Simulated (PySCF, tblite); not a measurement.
# C7H15P: geometry, infrared bands and NMR shifts

Wanted: the infrared bands and NMR shifts of C7H15P (`C[C@@H]1CCCCP1C`), by calculation.

Programs: tblite 0.8.0 and PySCF 2.14.0, with density-fitted response routines of our own. Each step states its level of theory. These are calculated values for one molecule in the gas phase, unless marked as measured. Atoms are numbered from 0 throughout.

### 1 Starting geometry

23 atoms, charge 0, multiplicity 1; geometry from: force field or distance geometry start.

Bonds of the start (Å): C0–C1 1.53, C1–C2 1.53, C2–C3 1.53, C3–C4 1.55, C4–C5 1.53, C5–P6 1.85, P6–C7 1.83, P6–C1 1.87, C0–H8 1.10, C0–H9 1.08, C0–H10 1.10, C1–H11 1.09, C2–H12 1.11, C2–H13 1.09, C3–H14 1.09, C3–H15 1.10, C4–H16 1.09, C4–H17 1.10, C5–H18 1.10, C5–H19 1.09, C7–H20 1.09, C7–H21 1.09, C7–H22 1.09.

### 2 Geometry optimisation with GFN2-xTB

The job: settings as JSON, then the geometry in Å.

```
{"job": {"kind": "relax", "xc": "GFN2-xTB", "basis": "xTB"}, "charge": 0, "multiplicity": 1}
C      0.514800     2.403500     0.049900
C      0.039600     0.977600    -0.219400
C     -1.415500     0.794400     0.216900
C     -1.988200    -0.581600    -0.128300
C     -1.233000    -1.731500     0.576500
C      0.238600    -1.777800     0.176400
P      1.113600    -0.236000     0.715500
C      2.593100    -0.300500    -0.365800
H      0.453500     2.662500     1.115400
H      1.536500     2.559700    -0.270400
H     -0.122400     3.115700    -0.501600
H      0.123400     0.766500    -1.282600
H     -2.044500     1.548300    -0.291700
H     -1.538400     0.985800     1.286500
H     -1.971300    -0.731200    -1.204200
H     -3.042900    -0.625700     0.196800
H     -1.337800    -1.632300     1.660600
H     -1.703300    -2.685700     0.289000
H      0.723500    -2.637800     0.656500
H      0.337300    -1.904300    -0.899400
H      3.162700     0.625600    -0.284100
H      3.236100    -1.131900    -0.074900
H      2.319800    -0.436100    -1.407500
```

Started as:

```sh
$ OMP_NUM_THREADS=1 python probes_run.py task.json out
```

This one command runs all jobs of the session in turn.

**Question.** This job is followed by: GFN2-xTB harmonic vibrations, gas phase; GIAO PBE0/pcSseg-1 NMR shielding, non-relativistic, gas phase. Predict these results of the whole session: strongest single infrared mode (GFN2-xTB); zero-point energy (GFN2-xTB); ¹³C shifts against TMS (PBE0/pcSseg-1); ¹H shifts against TMS (PBE0/pcSseg-1, means over atoms taken as alike); ³¹P shifts against H3PO4 (PBE0/pcSseg-1).

**Answer**, as computed:

| quantity | value |
| --- | --- |
| strongest single infrared mode (GFN2-xTB) | 2969 cm⁻¹, 96 km/mol |
| zero-point energy (GFN2-xTB) | 128.1 kcal/mol |
| ¹³C shifts against TMS (PBE0/pcSseg-1) | 43.5, 38.5, 34.8, 33.1, 29.2, 21.7, 16.8 ppm |
| ¹H shifts against TMS (PBE0/pcSseg-1, means over atoms taken as alike) | 2.02, 1.88, 1.82, 1.78, 1.45, 1.21, 1.19, 1.09, 1.06, 1.04, 0.87 ppm |
| ³¹P shifts against H3PO4 (PBE0/pcSseg-1) | -57.8 ppm |

What this shows: Over 32 steps the energy fell by 0.064 eV; of the close pairs, C3–C4 changed most, 1.546 to 1.526 Å. All 63 modes are real, so the xTB geometry is a minimum. The strongest single mode, at 2969 cm⁻¹, moves mainly H16. GFN2-xTB is a fitted tight-binding method: band positions and strengths are rough. Its intensities can rank the bands wrongly. At PBE0/pcSseg-1: The largest span, 90 ppm, is at P6, where the paramagnetic term is -591 ppm.
